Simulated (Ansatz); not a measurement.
# CH5GeO2: the cost of one run

All numbers are computed with Ansatz 0.2.0 through its Python package. Level of theory: CAM-B3LYP/def2-SVP.

### 1 The structure

Bond lengths: C1–O2 1.389 Å, O2–Ge3 1.780 Å, Ge3–O4 1.743 Å, C1–H5 1.162 Å, C1–H6 1.159 Å, C1–H7 1.088 Å, Ge3–H8 1.524 Å, O4–H9 1.044 Å. Angles: C1–O2–Ge3 106.5°, O2–C1–H5 106.8°, O2–C1–H6 110.6°, O2–C1–H7 116.3°, H5–C1–H6 102.6°, H5–C1–H7 108.0°, H6–C1–H7 111.4°, O2–Ge3–O4 111.7°, O2–Ge3–H8 110.6°, O4–Ge3–H8 112.3°, Ge3–O4–H9 104.9°.

No structure file is read: the coordinates are typed or built in the script.

### 2 The code

The input, ch5geo2_scan.py:

```python
"""Potential curve of CH5GeO2 along one bond."""

import warnings

import ansatz as az
import numpy as np

GEOMETRY = """
C     0.49750    0.87210   -0.97680
O    -0.17020   -0.34480   -0.91390
Ge    0.22440   -1.05510    0.67010
O    -0.67480   -0.29920    1.95740
H     0.20410    1.36500   -1.98730
H     0.06630    1.61550   -0.19870
H     1.58370    0.82950   -0.92670
H     0.03470   -2.56700    0.64310
H    -1.67730   -0.46220    1.71570
"""


def main() -> None:
    warnings.simplefilter("ignore", az.DeckWarning)

    mol = az.Crystal.molecule()
    for line in GEOMETRY.strip().splitlines():
        symbol, *xyz = line.split()
        mol = mol.atom(symbol, [float(v) for v in xyz])

    symbols = [site.symbol for site in mol.cartesian_sites]
    start = np.array([site.position_ang for site in mol.cartesian_sites])
    axis = (start[7] - start[2]) / np.linalg.norm(start[7] - start[2])
    moving = [7]
    lengths, energies = [1.3, 1.4, 1.52, 1.68, 1.9, 2.29, 2.74, 3.35], []
    for length in lengths:
        xyz = start.copy()
        xyz[moving] += (length - np.linalg.norm(start[7] - start[2])) * axis
        point = az.Crystal.molecule()
        for symbol, place in zip(symbols, xyz):
            point = point.atom(symbol, place.tolist())
        job = (
            point.calculation()
            .basis(gaussian="def2-SVP")
            .functional("cam_b3lyp")
            .spin("collinear", total=1)
        )
        data = job.run(threads=1).report
        energies.append(data["free_energy_ev"])
        print(f"r = {length:6.3f} A  E = {energies[-1]:.5f} eV  <S^2> = {abs(data['mean_field']['state']['spin_squared']):.3f}")

    print("energy above the lowest point (eV):", [round(e - min(energies), 3) for e in energies])


if __name__ == "__main__":
    main()
```

### 3 Launch

The run is started by

```sh
> python ch5geo2_scan.py
```

What time and memory should one allow on 1 thread of Arm Neoverse V1, shared host?

About 63 s, with a peak of 0.4 GiB.
